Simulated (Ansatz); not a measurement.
# LaAl2N3: the cost of one run

Method: DFT PBE, scalar-relativistic, plane waves, PAW, in Ansatz 0.2.0.

## 1. The system as given

The structure is trigonal, space group R-3m (No. 166). Conventional cell: a = 5.266 Å, b = 5.266 Å, c = 10.831 Å, α = 90.00°, β = 90.00°, γ = 120.00°. Around La (site symmetry -3m) lie 6 N at 2.36 Å. Al (site symmetry 3m) is surrounded by 9 N at 2.64 to 3.01 Å and 4 Al at 2.90 to 3.12 Å and 3 La at 3.06 Å. Around N (site symmetry 2/m) lie 2 La at 2.36 Å and 6 Al at 2.64 to 3.01 Å.

Structure file:

```
La Al N
1.0
     2.63297    1.52015    3.61028
    -2.63297    1.52015    3.61028
     0.00000   -3.04030    3.61028
La Al N
1 2 3
Direct
  0.00000 0.00000 0.00000
  0.63385 0.63385 0.63385
  0.36615 0.36615 0.36615
  0.00000 0.50000 0.00000
  0.50000 0.00000 0.00000
  0.00000 0.00000 0.50000
```

A structure generator made this guess: species swapped into a database cell of Ce2FeRu3 (R-3m, No. 166), with Al on the Ce sites, La on the Fe sites and N on the Ru sites. Its size is a rough estimate.

## 2. The guess as it stands, on a coarse mesh

The input, input.yaml:

```yaml
crystal:
  lattice:
    - [2.6329747, 1.52014865, 3.61028206]
    - [-2.6329747, 1.52014865, 3.61028206]
    - [0.0, -3.0402973, 3.61028206]
  atoms:
    - { symbol: La, position: [0.0, 0.0, 0.0] }
    - { symbol: Al, position: [0.63384902, 0.63384902, 0.63384902] }
    - { symbol: Al, position: [0.36615098, 0.36615098, 0.36615098] }
    - { symbol: "N", position: [0.0, 0.5, 0.0] }
    - { symbol: "N", position: [0.5, 0.0, 0.0] }
    - { symbol: "N", position: [0.0, 0.0, 0.5] }
basis:
  ecutwfc: 420
kpoints:
  mp_grid: { grid: [6, 6, 6] }
hamiltonian:
  xc: pbe
scf:
  occupations: { method: gaussian, width: 0.1 }
  lower_state_search: "off"
output:
  forces: true
  stress: true
  eigenvalues: true
```

Command:

```
> ansatz run input.yaml --threads 1 --pin off --max-ram 2560MiB --backend cpu --events-out ev --progress --plain --runs-dir out
```

What time and memory should one allow on 1 thread of Intel Xeon Platinum 8488C (Sapphire Rapids), shared host?

About 2.7 s, with a peak of 0.44 GiB.
